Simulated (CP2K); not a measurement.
BiTe:

```xyz
2
Lattice="4.3394 0.0000 0.0000 1.6342 4.0199 0.0000 1.6342 1.0997 3.8666" Properties=species:S:1:pos:R:3 pbc="T T T"
Bi    3.8039    2.5598    1.9333
Te    0.0000    0.0000    0.0000
```

The cell comes from a database or a generator and needn't be the stable form of this composition.

```yaml
Program: CP2K 2026.2
Task: single point
Functional: PBEsol
Potentials_or_basis: POTENTIAL_UZH Bi GTH-PBE-q5, Te GTH-PBE-q6; TZVP-MOLOPT-PBE-GTH basis
Density_cutoff: 6123 eV
k_mesh: 7 × 7 × 7
Occupations: fermi-dirac, width 0.05 eV
Spin: no spin polarisation
```

On this cell: pressure -0.5 GPa; largest force under 0.003 eV/Å; band gap on the k mesh none (metal or under the smearing width).

The same run follows on a disturbed copy (atoms moved at random, drawn with an rms of 0.05 Å):

```xyz
2
Lattice="4.3394 0.0000 0.0000 1.6342 4.0199 0.0000 1.6342 1.0997 3.8666" Properties=species:S:1:pos:R:3 pbc="T T T"
Bi    3.8192    2.5566    1.9240
Te   -0.0041    0.0348    0.0183
```

Question: What changes?

Answer: The energy (extrapolated to zero smearing) moves by +1.4 meV/atom; pressure -0.4 GPa; largest force 0.116 eV/Å; band gap on the k mesh none (metal or under the smearing width).

Forces on the atoms (eV/Å):
```
Bi  -0.058  0.082  0.059
Te   0.058 -0.082 -0.059
```

Stress tensor (GPa, compression positive):
```
-0.53 -0.12 -0.09
-0.12 -0.40 -0.03
-0.09 -0.03 -0.38
```

Caveats: the potentials were made for another functional, which shifts forces and pressure; spin-orbit coupling is left out, which moves the levels of the heavy elements; the basis of atomic orbitals isn't converged, which shifts pressures, moduli and gaps.
